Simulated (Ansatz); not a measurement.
# GaNP: the cost of one run

Computed with Ansatz 0.2.0, Gaussian basis. Level: cc-pVTZ, core rule «outside noble gas», up to 20 orbitals frozen.

To be run: UHF; CCSD(T) on ROHF; CCSD(T) on UHF; BCCD(T) on ROHF; CCSDT(Q) on ROHF; CCSDT(Q) on UHF.

7 further runs of the same task are left out: 4 for a known fault of the program, 3 set aside as unsound or not needed. Runs told in other sessions of the task aren't counted.

### 1 What is computed

The geometry is a PBE0/def2-TZVP stationary point (not a proven minimum). No spin-orbit coupling is included. The filled d shell of Ga may be among the frozen orbitals whatever the setting's name suggests.

3 atoms, charge 0, spin multiplicity 4.

Atoms are counted from 1 here; the program's logs count them from 0.

Bond lengths: Ga1–P2 2.418 Å, Ga1–N3 1.835 Å, P2–N3 1.712 Å. Angles: P2–Ga1–N3 44.9°, Ga1–P2–N3 49.2°, Ga1–N3–P2 85.9°.

### 2 UHF

Contents of in.yaml:

```yaml
crystal:
  periodic: [false, false, false]
  atoms:
    - {symbol: Ga, position_ang: [0.000000, 0.093764, 0.821607]}
    - {symbol: P, position_ang: [0.000000, 0.284432, -1.589191]}
    - {symbol: N, position_ang: [0.000000, -1.095724, -0.575558]}
basis:
  gaussian: {orbitals: cc-pVTZ}
magnetization: {spin_polarized: true, initial_magnetization: 3}
hamiltonian: {xc: hf}
output: {orbitals: {seedname: orbitals}}
```

Launch:

```
ansatz run in.yaml --threads 1 --pin off --events-out ev --progress --plain --max-ram 4096MiB --backend cpu
```

Q: Estimate wall time and peak memory on 1 thread of AMD EPYC 7R13, shared host.

About 9.5 s, with a peak of 0.25 GiB.
